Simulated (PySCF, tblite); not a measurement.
# CH6SSeSi: dynamics, then NMR shifts on frames

Aim: move CH6SSeSi (`CS[SiH2][SeH]`) away from its starting geometry and see how NMR shifts follow the geometry.

The runs use tblite 0.8.0 and PySCF 2.14.0, with density-fitted response routines of our own; the level of theory stands in each step. All values are computed, except where a source is named. Atoms are numbered from 0 throughout.

**1. The molecule as given**

10 atoms, charge 0, multiplicity 1; geometry from: GFN2-xTB.

Bonds of the start (Å): C0–S1 1.81, S1–Si2 2.14, Si2–Se3 2.27, C0–H4 1.09, C0–H5 1.09, C0–H6 1.08, Si2–H7 1.46, Si2–H8 1.46, Se3–H9 1.43.

**2. Thermal motion with GFN2-xTB**

The job: settings as JSON, then the geometry in Å.

```
{"job": {"kind": "md", "xc": "GFN2-xTB", "basis": "xTB", "temperature": 300, "steps": 2000, "every": 50, "frames": 5}, "charge": 0, "multiplicity": 1}
C     -1.788446    -0.534429     0.007758
S     -0.063742    -1.089288     0.103278
Si     0.918136     0.740435    -0.408219
Se     3.152785     0.348452    -0.362960
H     -1.951531     0.278106     0.708074
H     -2.014228    -0.217382    -1.005114
H     -2.404775    -1.385835     0.276456
H      0.518740     1.144488    -1.751811
H      0.578963     1.760553     0.578125
H      3.062982    -1.040445    -0.020957
```

Method: GFN2-xTB Langevin dynamics, gas phase.

Started as:

```
$ OMP_NUM_THREADS=1 python probes_run.py task.json out
```

One launch serves the whole session: the jobs run in the order shown.

Output:

```text
t/fs     T/K      E/eV
    0.0   254.2   -364.41865
   25.0   156.4   -364.20838
   50.0   327.8   -364.18085
   75.0   273.5   -364.14365
  100.0   169.4   -364.05718
  125.0   155.9   -364.12342
  150.0   267.8   -364.20009
  175.0   210.1   -364.13008
  200.0   333.6   -364.13162
  225.0   384.4   -364.13838
  250.0   286.0   -364.18874
  275.0   255.3   -364.17431
  300.0   233.8   -364.22299
  325.0   254.4   -364.28402
  350.0   161.5   -364.13520
  375.0   204.2   -364.21397
  400.0   157.0   -364.04399
  425.0   182.3   -364.09153
  450.0   304.9   -364.25634
  475.0   297.0   -364.15057
  500.0   312.3   -364.25254
  525.0   340.3   -364.23469
  550.0   350.7   -364.07764
  575.0   301.4   -364.12242
  600.0   225.6   -364.04971
  625.0   306.0   -364.08582
  650.0   216.5   -364.08896
  675.0   277.0   -364.11563
  700.0   324.4   -364.14637
  725.0   235.7   -364.07254
  750.0   192.3   -364.06842
  775.0   277.6   -364.16267
  800.0   215.7   -364.11020
  825.0   369.0   -364.19993
  850.0   347.5   -364.24501
  875.0   246.9   -364.15093
  900.0   191.6   -364.18514
  925.0   284.7   -364.15395
  950.0   214.7   -364.07027
  975.0   282.9   -363.91866
 1000.0   308.7   -364.02475
```

Wall time 9.7 s (1 thread, shared host).

Distance from the start (root mean square after alignment): 0 fs 0.00 Å, 200 fs 0.40 Å, 400 fs 0.27 Å, 600 fs 0.25 Å, 800 fs 0.29 Å, 1000 fs 1.07 Å.

Positions (Å) and forces (eV/Å) at 1000 fs:

```xyz
10

C    -2.513    0.255    0.035    1.270   -0.590    1.410
S    -0.771   -0.467    0.120   -0.679   -0.153   -0.321
Si    0.760    0.959   -0.295    0.032   -0.851   -0.352
Se    2.644   -0.418    0.047   -0.484    0.187   -0.298
H    -2.885    0.409   -0.959    0.167    0.140   -0.204
H    -3.014   -0.589    0.542   -0.195    0.778   -0.286
H    -2.436    1.148    0.677   -0.505   -0.422   -0.544
H     0.609    1.428   -1.665    0.177   -0.032   -0.111
H     0.609    2.067    0.596    0.228    0.347    0.463
H     2.176   -1.675   -0.568   -0.011    0.597    0.244
```

**3. Nuclear shieldings: 250 fs, PBE0/pcSseg-1**

The job: settings as JSON, then the geometry in Å.

```
{"job": {"kind": "nmr", "xc": "PBE0", "basis": "pcSseg-1", "pop": false}, "charge": 0, "multiplicity": 1}
C     -1.879200    -0.173500    -0.221800
S     -0.296000    -1.027700     0.287600
Si     0.904400     0.605300    -0.275300
Se     3.161400     0.040800    -0.332800
H     -2.046300     0.673500     0.447900
H     -1.675400     0.316300    -1.170200
H     -2.657100    -0.859700    -0.215500
H      0.522800     0.976400    -1.639800
H      0.609100     1.767100     0.601100
H      3.033400    -1.341800    -0.149200
```

Method: GIAO PBE0/pcSseg-1 NMR shielding, non-relativistic, gas phase.

Output:

```text
coarse grid: 40072 points
cycle   1  E = -3130.0713823117  dE = -8.188e-01  |g| = 6.838e-01  |ddm| = 2.960e+00
cycle   2  E = -3130.0785194795  dE = -7.137e-03  |g| = 3.955e-01  |ddm| = 6.714e-01
cycle   3  E = -3130.0965329937  dE = -1.801e-02  |g| = 1.060e-01  |ddm| = 4.554e-01
cycle   4  E = -3130.0994712256  dE = -2.938e-03  |g| = 2.831e-02  |ddm| = 1.572e-01
cycle   5  E = -3130.0996663615  dE = -1.951e-04  |g| = 4.064e-03  |ddm| = 3.190e-02
cycle   6  E = -3130.0996696249  dE = -3.263e-06  |g| = 1.086e-03  |ddm| = 5.415e-03
final grid: 80192 points
cycle   7  E = -3130.0996796017  dE =  1.382e-07  |g| = 1.372e-03  |ddm| = 3.001e-03
cycle   8  E = -3130.0996792741  dE =  3.276e-07  |g| = 1.803e-03  |ddm| = 3.435e-03
cycle   9  E = -3130.0996801004  dE = -8.263e-07  |g| = 8.452e-05  |ddm| = 1.855e-03
cycle  10  E = -3130.0996801026  dE = -2.269e-09  |g| = 2.064e-05  |ddm| = 1.310e-04
cycle  11  E = -3130.0996801027  dE = -7.549e-11  |g| = 8.978e-07  |ddm| = 1.373e-05
converged SCF energy = -3130.0996801027

GIAO shielding tensors (ppm)
atom      isotropic    diamagn.    paramagn.     s11        s22        s33       span
  0 C      167.664     253.471     -85.807    149.045    157.724    196.224     47.179
  1 S      711.306    1058.645    -347.339    574.321    626.962    932.635    358.313
  2 Si     356.637     878.189    -521.552    314.606    333.251    422.053    107.447
  3 Se    2269.348    3000.067    -730.720   1967.755   2266.797   2573.492    605.737
  4 H       29.563      30.635      -1.072     24.304     27.163     37.222     12.917
  5 H       29.909      31.072      -1.163     24.557     28.660     36.511     11.954
  6 H       30.413      30.983      -0.569     24.536     27.152     39.552     15.017
  7 H       26.326      29.048      -2.722     21.645     25.889     31.443      9.798
  8 H       26.079      28.166      -2.087     21.829     24.651     31.759      9.931
  9 H       32.071      31.512       0.559     21.077     27.160     47.976     26.899
```

Wall time 12 s (1 thread, shared host).

Shifts follow as δ = σ(reference) − σ, with reference shieldings (ppm) from runs at the same level and on the same kind of geometry: 1H TMS 31.72, 13C TMS 186.9, 29Si TMS 349.2, 77Se Me2Se 1758, 33S CS2 504. The references are single molecules in the gas phase. Each atom is listed at this fixed geometry, with no averaging over motion; a spectrum would average atoms that exchange fast.

```tsv
atoms	environment	σ (ppm)	δ (ppm)
C0	methyl carbon bonded to S	167.7	19.3
H8	hydrogen on a silicon bonded to S, Se	26.08	5.64
H7	hydrogen on a silicon bonded to S, Se	26.33	5.39
H4	hydrogen on a methyl carbon bonded to S	29.56	2.15
H5	hydrogen on a methyl carbon bonded to S	29.91	1.81
H6	hydrogen on a methyl carbon bonded to S	30.41	1.30
H9	hydrogen on a selenium bonded to Si	32.07	-0.35
S1	sulfur bonded to C, Si	711	-208
Si2	silicon bonded to S, Se, 2 H	356.6	-7.5
Se3	selenium bonded to Si, H	2269	-511
```

**4. Nuclear shieldings: 425 fs, PBE0/pcSseg-1**

The job: settings as JSON, then the geometry in Å.

```
{"job": {"kind": "nmr", "xc": "PBE0", "basis": "pcSseg-1", "pop": false}, "charge": 0, "multiplicity": 1}
C     -1.984300    -0.324900    -0.108000
S     -0.271000    -1.024800     0.403200
Si     0.939500     0.635200    -0.325500
Se     3.081000    -0.204100    -0.340700
H     -2.111000     0.705300     0.275600
H     -1.992400    -0.364200    -1.220500
H     -2.751200    -0.995300     0.178900
H      0.398100     0.974900    -1.699400
H      0.883800     1.905100     0.558300
H      2.564600    -1.461100     0.155600
```

Level: GIAO PBE0/pcSseg-1 NMR shielding, non-relativistic, gas phase.

Output:

```text
coarse grid: 40072 points
cycle   1  E = -3130.0729804300  dE = -9.872e-01  |g| = 6.848e-01  |ddm| = 2.907e+00
cycle   2  E = -3130.0774295911  dE = -4.449e-03  |g| = 4.084e-01  |ddm| = 7.062e-01
cycle   3  E = -3130.0984720917  dE = -2.104e-02  |g| = 1.163e-01  |ddm| = 5.094e-01
cycle   4  E = -3130.1022544346  dE = -3.782e-03  |g| = 2.871e-02  |ddm| = 1.741e-01
cycle   5  E = -3130.1024407271  dE = -1.863e-04  |g| = 3.479e-03  |ddm| = 3.259e-02
cycle   6  E = -3130.1024428547  dE = -2.128e-06  |g| = 1.084e-03  |ddm| = 5.378e-03
final grid: 80192 points
cycle   7  E = -3130.1024408385  dE =  8.092e-08  |g| = 1.397e-03  |ddm| = 3.399e-03
cycle   8  E = -3130.1024405986  dE =  2.399e-07  |g| = 1.829e-03  |ddm| = 3.734e-03
cycle   9  E = -3130.1024412880  dE = -6.893e-07  |g| = 9.610e-05  |ddm| = 1.942e-03
cycle  10  E = -3130.1024412909  dE = -2.891e-09  |g| = 3.112e-05  |ddm| = 1.564e-04
cycle  11  E = -3130.1024412911  dE = -2.242e-10  |g| = 1.219e-06  |ddm| = 2.283e-05
converged SCF energy = -3130.1024412911

GIAO shielding tensors (ppm)
atom      isotropic    diamagn.    paramagn.     s11        s22        s33       span
  0 C      160.810     250.466     -89.656    139.090    153.351    189.990     50.900
  1 S      636.607    1058.477    -421.869    491.737    541.889    876.196    384.460
  2 Si     350.754     877.761    -527.007    315.759    332.416    404.086     88.327
  3 Se    2208.438    3001.499    -793.060   1926.044   2118.034   2581.236    655.192
  4 H       29.059      29.518      -0.459     23.614     26.983     36.581     12.966
  5 H       28.603      29.843      -1.240     23.052     27.054     35.702     12.650
  6 H       30.065      29.895       0.170     24.892     26.946     38.356     13.463
  7 H       25.661      28.149      -2.488     21.832     24.381     30.768      8.936
  8 H       25.082      27.075      -1.993     21.016     23.339     30.892      9.876
  9 H       31.256      30.454       0.802     19.830     28.540     45.398     25.569
```

Run time: 11 s. Hardware: 1 thread, shared host.

In short: δ C0 26.1, S1 -133, Si2 -1.6, Se3 -450, H8 6.63, H7 6.06 ppm.

**5. Shielding tensors: 625 fs, PBE0/pcSseg-1**

The job: settings as JSON, then the geometry in Å.

```
{"job": {"kind": "nmr", "xc": "PBE0", "basis": "pcSseg-1", "pop": false}, "charge": 0, "multiplicity": 1}
C     -1.938000    -0.134900     0.213800
S     -0.491800    -1.138300     0.229000
Si     0.945800     0.417100    -0.114200
Se     3.147400    -0.270800    -0.140400
H     -1.775900     0.691600     0.977900
H     -2.099300     0.186900    -0.783300
H     -2.788000    -0.756300     0.503700
H      0.651600     1.236600    -1.245600
H      0.949800     1.061100     1.153500
H      2.819300    -1.359400     0.865200
```

Method: GIAO PBE0/pcSseg-1 NMR shielding, non-relativistic, gas phase.

Output:

```text
coarse grid: 40072 points
cycle   1  E = -3130.0635657257  dE = -7.925e-01  |g| = 6.881e-01  |ddm| = 2.985e+00
cycle   2  E = -3130.0705587930  dE = -6.993e-03  |g| = 4.062e-01  |ddm| = 7.655e-01
cycle   3  E = -3130.0914376995  dE = -2.088e-02  |g| = 1.138e-01  |ddm| = 5.177e-01
cycle   4  E = -3130.0949009635  dE = -3.463e-03  |g| = 2.991e-02  |ddm| = 1.734e-01
cycle   5  E = -3130.0951038909  dE = -2.029e-04  |g| = 4.301e-03  |ddm| = 3.349e-02
cycle   6  E = -3130.0951077285  dE = -3.838e-06  |g| = 1.072e-03  |ddm| = 5.529e-03
final grid: 80192 points
cycle   7  E = -3130.0951357802  dE =  7.001e-08  |g| = 1.269e-03  |ddm| = 3.187e-03
cycle   8  E = -3130.0951355853  dE =  1.949e-07  |g| = 1.574e-03  |ddm| = 3.347e-03
cycle   9  E = -3130.0951362091  dE = -6.239e-07  |g| = 6.793e-05  |ddm| = 1.776e-03
cycle  10  E = -3130.0951362103  dE = -1.193e-09  |g| = 1.851e-05  |ddm| = 1.105e-04
cycle  11  E = -3130.0951362104  dE = -7.549e-11  |g| = 1.720e-06  |ddm| = 1.907e-05
converged SCF energy = -3130.0951362104

GIAO shielding tensors (ppm)
atom      isotropic    diamagn.    paramagn.     s11        s22        s33       span
  0 C      175.074     252.478     -77.404    166.501    169.938    188.783     22.282
  1 S      700.400    1058.855    -358.454    584.305    643.906    872.991    288.686
  2 Si     361.167     878.682    -517.514    288.952    378.678    415.872    126.920
  3 Se    2137.142    3000.547    -863.405   1862.193   2011.329   2537.906    675.713
  4 H       28.287      29.011      -0.723     22.387     26.548     35.927     13.540
  5 H       29.909      31.184      -1.275     23.358     28.119     38.249     14.891
  6 H       29.309      28.935       0.374     23.636     26.386     37.906     14.270
  7 H       26.883      28.947      -2.064     22.549     25.561     32.540      9.991
  8 H       25.849      29.941      -4.093     19.955     26.333     31.258     11.302
  9 H       29.794      28.052       1.741     19.817     26.879     42.686     22.868
```

Run time: 11 s. Hardware: 1 thread, shared host.

This run: δ C0 11.9, S1 -197, Si2 -12.0, Se3 -379, H8 5.87, H7 4.83 ppm.

**6. Shielding tensors: 800 fs, PBE0/pcSseg-1**

The job: settings as JSON, then the geometry in Å.

```
{"job": {"kind": "nmr", "xc": "PBE0", "basis": "pcSseg-1", "pop": false}, "charge": 0, "multiplicity": 1}
C     -2.172600     0.078000     0.311400
S     -0.613900    -0.873800    -0.037500
Si     0.854800     0.718000     0.073000
Se     3.029400    -0.251200     0.079500
H     -2.044400     0.922900     0.950900
H     -2.372500     0.478100    -0.687400
H     -2.872500    -0.648700     0.736500
H      0.639400     1.664100    -1.034200
H      0.566900     1.155100     1.472900
H      2.604700    -1.513500     0.663800
```

Method: GIAO PBE0/pcSseg-1 NMR shielding, non-relativistic, gas phase.

Output:

```text
coarse grid: 40072 points
cycle   1  E = -3130.0631924097  dE = -9.437e-01  |g| = 6.928e-01  |ddm| = 2.922e+00
cycle   2  E = -3130.0673697155  dE = -4.177e-03  |g| = 4.239e-01  |ddm| = 8.360e-01
cycle   3  E = -3130.0927969505  dE = -2.543e-02  |g| = 1.228e-01  |ddm| = 5.866e-01
cycle   4  E = -3130.0970962033  dE = -4.299e-03  |g| = 3.028e-02  |ddm| = 1.897e-01
cycle   5  E = -3130.0972879769  dE = -1.918e-04  |g| = 4.756e-03  |ddm| = 3.435e-02
cycle   6  E = -3130.0972927576  dE = -4.781e-06  |g| = 1.274e-03  |ddm| = 6.701e-03
final grid: 80192 points
cycle   7  E = -3130.0972855857  dE =  1.871e-07  |g| = 1.611e-03  |ddm| = 3.549e-03
cycle   8  E = -3130.0972851342  dE =  4.515e-07  |g| = 2.137e-03  |ddm| = 4.132e-03
cycle   9  E = -3130.0972862726  dE = -1.138e-06  |g| = 9.896e-05  |ddm| = 2.214e-03
cycle  10  E = -3130.0972862757  dE = -3.071e-09  |g| = 2.769e-05  |ddm| = 1.641e-04
cycle  11  E = -3130.0972862758  dE = -1.387e-10  |g| = 1.274e-06  |ddm| = 2.338e-05
converged SCF energy = -3130.0972862758

GIAO shielding tensors (ppm)
atom      isotropic    diamagn.    paramagn.     s11        s22        s33       span
  0 C      169.764     252.851     -83.087    148.964    165.813    194.515     45.550
  1 S      667.089    1059.457    -392.368    538.142    590.757    872.368    334.226
  2 Si     351.391     878.167    -526.775    294.088    367.135    392.951     98.863
  3 Se    2129.479    3000.219    -870.740   1875.901   2037.040   2475.497    599.597
  4 H       30.602      31.495      -0.894     25.789     29.300     36.716     10.928
  5 H       28.404      29.685      -1.281     21.171     27.003     37.038     15.867
  6 H       28.999      29.084      -0.086     22.990     26.277     37.730     14.740
  7 H       25.811      28.101      -2.289     21.621     24.299     31.514      9.892
  8 H       25.170      28.685      -3.515     20.454     24.681     30.375      9.921
  9 H       30.621      30.191       0.430     20.443     26.684     44.736     24.293
```

It took 11 s on 1 thread, shared host.

This run: δ C0 17.2, S1 -163, Si2 -2.2, Se3 -371, H8 6.55, H7 5.91 ppm.

**7. Shielding tensors: 1000 fs, PBE0/pcSseg-1**

The job: settings as JSON, then the geometry in Å.

```
{"job": {"kind": "nmr", "xc": "PBE0", "basis": "pcSseg-1", "pop": false}, "charge": 0, "multiplicity": 1}
C     -2.512500     0.254800     0.034700
S     -0.771400    -0.467200     0.119800
Si     0.760500     0.958700    -0.295300
Se     2.644200    -0.417900     0.046900
H     -2.885000     0.409200    -0.958800
H     -3.013800    -0.588500     0.541600
H     -2.436400     1.148000     0.676700
H      0.608500     1.428200    -1.665200
H      0.608500     2.066600     0.596200
H      2.176500    -1.674700    -0.567500
```

With the program's defaults for keys left out, this is: GIAO PBE0/pcSseg-1 NMR shielding, non-relativistic, gas phase.

Output:

```text
coarse grid: 40072 points
cycle   1  E = -3130.0633157255  dE = -9.297e-01  |g| = 6.904e-01  |ddm| = 2.919e+00
cycle   2  E = -3130.0707165605  dE = -7.401e-03  |g| = 4.109e-01  |ddm| = 7.645e-01
cycle   3  E = -3130.0919721627  dE = -2.126e-02  |g| = 1.103e-01  |ddm| = 5.203e-01
cycle   4  E = -3130.0951638627  dE = -3.192e-03  |g| = 2.811e-02  |ddm| = 1.708e-01
cycle   5  E = -3130.0953580466  dE = -1.942e-04  |g| = 4.580e-03  |ddm| = 3.454e-02
cycle   6  E = -3130.0953628533  dE = -4.807e-06  |g| = 1.358e-03  |ddm| = 5.846e-03
final grid: 80192 points
cycle   7  E = -3130.0953798050  dE =  3.397e-07  |g| = 1.824e-03  |ddm| = 3.550e-03
cycle   8  E = -3130.0953790495  dE =  7.555e-07  |g| = 2.504e-03  |ddm| = 4.372e-03
cycle   9  E = -3130.0953807070  dE = -1.658e-06  |g| = 1.099e-04  |ddm| = 2.435e-03
cycle  10  E = -3130.0953807108  dE = -3.820e-09  |g| = 2.477e-05  |ddm| = 1.750e-04
cycle  11  E = -3130.0953807109  dE = -9.277e-11  |g| = 1.511e-06  |ddm| = 1.975e-05
converged SCF energy = -3130.0953807109

GIAO shielding tensors (ppm)
atom      isotropic    diamagn.    paramagn.     s11        s22        s33       span
  0 C      163.990     251.978     -87.988    149.461    156.302    186.207     36.745
  1 S      666.983    1060.720    -393.737    487.568    594.430    918.949    431.381
  2 Si     356.693     878.970    -522.278    319.515    345.742    404.821     85.307
  3 Se    2092.547    3000.242    -907.695   1791.615   2086.725   2399.302    607.686
  4 H       29.569      29.992      -0.423     24.415     27.381     36.911     12.496
  5 H       28.704      29.211      -0.507     22.185     26.818     37.109     14.924
  6 H       28.569      29.273      -0.704     22.256     27.336     36.115     13.859
  7 H       26.029      28.906      -2.877     21.555     24.355     32.178     10.622
  8 H       26.425      29.104      -2.679     22.595     24.287     32.392      9.797
  9 H       30.062      29.928       0.134     20.393     26.147     43.645     23.252
```

Run time: 11 s. Hardware: 1 thread, shared host.

This run: δ C0 22.9, S1 -163, Si2 -7.5, Se3 -334, H7 5.69, H8 5.29 ppm.

**8. Comparing the runs: NMR shifts**

Shifts (ppm) of some atoms, chosen among heavy atoms and hydrogens apart, with basis size and wall time:

```tsv
frame	C0	H4	H6	H9	S1	Si2	Se3	functions	time
250 fs	19.3	2.15	1.30	-0.35	-208	-7.5	-511	136	12 s
425 fs	26.1	2.66	1.65	0.46	-133	-1.6	-450	136	11 s
625 fs	11.9	3.43	2.41	1.92	-197	-12.0	-379	136	11 s
800 fs	17.2	1.12	2.72	1.10	-163	-2.2	-371	136	11 s
1000 fs	22.9	2.15	3.15	1.66	-163	-7.5	-334	136	11 s
```

**9. Outcome**

| quantity | value |
| --- | --- |
| thermostat | 300 K |
| mean temperature, second half | 277 K |
| mean potential energy above the minimum | 0.30 eV |
| 13C shifts against TMS (PBE0/pcSseg-1, 250 fs) | 19.3 ppm |
| 1H shifts against TMS (PBE0/pcSseg-1, 250 fs) | 5.64, 5.39, 2.15, 1.81, 1.30, -0.35 ppm |
| 33S shifts against CS2 (PBE0/pcSseg-1, 250 fs) | -208 ppm |
| 29Si shifts against TMS (PBE0/pcSseg-1, 250 fs) | -7.5 ppm |
| 77Se shifts against Me2Se (PBE0/pcSseg-1, 250 fs) | -511 ppm |
| range of the shift of Se3 | -511 to -334 ppm |

What this shows: In the second half the potential energy averages 0.30 eV above the minimum; equipartition over 24 harmonic modes at 300 K would give 0.31 eV. With 10 atoms the temperature swings widely (156 to 384 K). Shifts at one fixed geometry are not the observed spectrum, which averages over the motion. In the first frame run (250 fs): Shielding is most anisotropic at Se3 (span 606 ppm, paramagnetic term -731 ppm). In ppm, Se3 moves most: its shift spreads over 177 ppm, from -511 (250 fs) to -334 (1000 fs). Spin-orbit coupling is left out, which matters for shieldings and couplings at and beside the heavy atoms.
